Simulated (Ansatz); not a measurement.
MgC2:

```
Mg C
1.0
     3.95078    0.00000    0.00000
     0.00000    3.95078    0.00000
     0.00000    0.00000    4.98709
Mg C
2 4
Direct
  0.00000 0.00000 0.50000
  0.50000 0.50000 0.00000
  0.38766 0.61235 0.50000
  0.11235 0.11235 0.00000
  0.61235 0.38766 0.50000
  0.88765 0.88765 0.00000
```

The cell comes from a database or a generator and needn't be the stable form of this composition.

```yaml
Program: Ansatz 0.2.0
Task: relaxation of cell and atoms
Functional: PBEsol
Dispersion: D3(BJ)-ATM
Potentials_or_basis: Ansatz PAW
Cutoff: "420 eV (not typed: the program's choice for these potentials)"
k_mesh: 7 × 7 × 6
Occupations: fermi-dirac, width 0.05 eV
Spin: no spin polarisation
```

At the start: volume 12.97 Å³/atom.

Where does the relaxation end?

It ends after 7 steps and the volume is 12.35 Å³/atom (-4.8 %); space group P4_2/mnm (No. 136, to 0.05 Å).

The path:
```tsv
step	energy change (eV)	largest force (eV/Å)	volume (Å³)
1	0.0000	0.0329	77.84
2	-0.0386	0.0262	75.27
3	-0.0445	0.0016	73.90
4	-0.0443	0.0007	74.20
5	-0.0396	0.0018	74.20
6	-0.0398	0.0008	74.10
7	-0.0396	0.0007	74.10
```

Final structure:
```yaml
crystal:
  lattice:
    - [3.90464, 0.00000, 0.00000]
    - [0.00000, 3.90464, 0.00000]
    - [0.00000, 0.00000, 4.85997]
  atoms:
    - { symbol: Mg, position: [0.00000, 0.00000, 0.50000] }
    - { symbol: Mg, position: [0.50000, 0.50000, 0.00000] }
    - { symbol: C, position: [0.38670, 0.61330, 0.50000] }
    - { symbol: C, position: [0.11330, 0.11330, 0.00000] }
    - { symbol: C, position: [0.61330, 0.38670, 0.50000] }
    - { symbol: C, position: [0.88670, 0.88670, 0.00000] }
```

Caveat: the plane-wave basis is chosen anew once the cell has moved, so the energies of steps on either side of that aren't comparable; the PAW data sets come from PBE, with cores solved anew for the run's functional, which leaves a small shift of forces and pressure.
